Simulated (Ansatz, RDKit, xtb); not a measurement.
**Isomers of C5H7FN2O, a sample narrowed down**

Which of a sample of isomers of C5H7FN2O is the most stable in the gas at 298.15 K, and what are its properties? The sample is small against all isomers, and the most stable one of this formula need not be in it.

Plan: many cheap relaxations first (GFN2-xTB), then density-functional screening, relaxation at B3LYP-D3(BJ)/def2-SVP, vibrations (at GFN2-xTB) and a final energy. The numbers are computed, not measured.

**1. Drawing up candidates**

Isomers were taken from a list of plausible structures; this is a sample, not all of them. That gives 8 candidates.

| label | SMILES | spin |
| --- | --- | --- |
| c034 | CC[C@H](F)c1ncno1 | singlet |
| c248 | FCCCc1ncon1 | singlet |
| c337 | Cc1nc(CCF)no1 | singlet |
| c347 | COc1nc[nH]c1CF | singlet |
| c578 | COCn1cnc(F)c1 | singlet |
| c596 | CC(C)c1noc(F)n1 | singlet |
| c665 | O[C@H](CF)n1cccn1 | singlet |
| c934 | CCOc1cn[nH]c1F | singlet |

Candidates are built by distance geometry, with a force field where one applies, in up to four conformers (letters a to d).

Q: Predict the outcome of this search (final energies at CCSD(T)/def2-SVP + MP2/def2-TZVPP - MP2/def2-SVP).

| quantity | value |
| --- | --- |
| lowest structure found | COc1nc[nH]c1CF, singlet |
| next finalist | O[C@H](CF)n1cccn1, singlet, 4.1 kcal/mol higher in G |
| share at equilibrium, among the finalists | 99.9 % |

The search ends on `COc1nc[nH]c1CF`. Among the finalists first place is clear (4.1 kcal/mol); structures outside the list aren't covered. GFN2-xTB, r2SCAN-D4/def2-SVP, B3LYP-D3(BJ)/def2-SVP, HF/def2-SVP and MP2/def2-SVP already put its bonding pattern lowest among the structures in one piece; HF/STO-3G favours the singlet CC(C)c1noc(F)n1 (c596a, not a finalist). 6 minima inside the window were never screened. The search is not exhaustive (a finite list of starts, one conformer a finalist), so a lower isomer can't be ruled out. Only 8 drawn patterns were tried, so whole families of isomers are missing, and the result ranks this sample alone.
